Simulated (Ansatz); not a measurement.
## CH₅FOSn, SMILES C[O][SnH2][F]: a single point in a Gaussian basis

Program: the Ansatz DFT code, driven from Python.

`run_energy.py`
```python
'''Single point of CH5FOSn in a Gaussian basis.'''

from pathlib import Path
import logging
import sys
import warnings

import ansatz as az
import numpy as np
import pandas as pd

logging.basicConfig(stream=sys.stdout, format='%(name)s: %(message)s')
logger = logging.getLogger('ch5fosn')
logger.setLevel(logging.INFO)


def main() -> None:
    warnings.simplefilter('ignore', az.DeckWarning)

    geometry_ang = [
        ('C', (0.5916, 1.2634, 0.0889)),
        ('O', (0.284, 0.2961, 1.0138)),
        ('Sn', (-0.5392, -1.2379, 0.0143)),
        ('F', (-0.8126, -2.67, 1.2706)),
        ('H', (1.2749, 0.955, -0.7047)),
        ('H', (-0.3995, 1.6616, -0.4081)),
        ('H', (1.0137, 2.1807, 0.6066)),
        ('H', (-1.9524, -0.7131, -0.7544)),
        ('H', (0.6279, -1.782, -1.1439)),
    ]
    mol = az.Crystal.molecule()
    for symbol, xyz in geometry_ang:
        mol = mol.atom(symbol, xyz)

    calculation = mol.calculation()
    calculation = calculation.basis(gaussian='def2-SVP')
    calculation = calculation.functional('cam_b3lyp').forces()
    calculation = calculation.orbitals()
    result = calculation.run(runs_dir='ch5fosn_runs')
    data = result.report

    logger.info('reference energy %16.6f eV' % data['reference_energy_ev'])
    logger.info('total energy     %16.6f eV' % data['free_energy_ev'])
    print('occupied orbitals outside the frozen core (up, down):', data['n_occupied'], ' frozen:', data['n_frozen'], ' virtual:', data['n_virtual'])

    symbols = [site.symbol for site in mol.cartesian_sites]
    forces = np.array(data['forces_ev_ang'])
    print('largest force', round(float(np.linalg.norm(forces, axis=1).max()), 4), 'eV/A, rms', round(float(np.sqrt((forces ** 2).mean())), 4))

    charges = data['charge_distribution']
    table = pd.DataFrame({'atom': symbols, 'mulliken': charges['mulliken_charges_e'], 'lowdin': charges['lowdin_charges_e']})
    print(table.round(3).to_string())
    print('dipole (e A):', np.round(charges['dipole_moment_e_ang'], 4) + 0.0)

    lines = Path(data['orbitals_path']).read_text().splitlines()
    field_of = lambda key: [line.split('=')[1].strip() for line in lines if line.startswith(key)]
    orbitals = [(27.211386 * float(e), s, float(n)) for e, s, n in zip(field_of('Ene='), field_of('Spin='), field_of('Occup='))]
    homo = max(e for e, _, n in orbitals if n > 0.5)
    lumo = min(e for e, _, n in orbitals if n < 0.5)
    logger.info(f'HOMO {homo:.3f} eV, LUMO {lumo:.3f} eV, gap {lumo - homo:.3f} eV')


if __name__ == '__main__':
    main()
```

```console
$ python run_energy.py
ch5fosn: reference energy    -11706.502305 eV
ch5fosn: total energy        -11706.502305 eV
occupied orbitals outside the frozen core (up, down): [25, 25]  frozen: 0  virtual: [68, 68]
largest force 3.19 eV/A, rms 0.7929
  atom  mulliken  lowdin
0    C     0.142   0.023
1    O    -0.520  -0.096
2   Sn     0.948   0.420
3    F    -0.422  -0.153
4    H     0.013  -0.025
5    H     0.001  -0.007
6    H     0.036  -0.009
7    H    -0.093  -0.075
8    H    -0.104  -0.078
dipole (e A): [-0.0727  0.241  -0.6172]
ch5fosn: HOMO -9.133 eV, LUMO 0.122 eV, gap 9.256 eV
```

Reading the output:
- These settings explore the input space; basis and method may be short of convergence.
- The geometry is a force-field or estimated start, not a minimum of this method, and the basis set is short of its limit.
- def2 sets replace the cores of elements past krypton by effective core potentials.
- The Löwdin charges here are taken after orthogonalising the functions within each atom; they differ from plain Löwdin charges, and their signs can be unphysical.
- Levels such as HOMO and LUMO are orbital energies: with these approximate functionals they aren't the ionisation energy and electron affinity, and their gap isn't the fundamental gap.
- Hardware and time: 5.8 s on 1 thread of Arm Neoverse V1, on a shared host, peak memory 0.31 GiB.
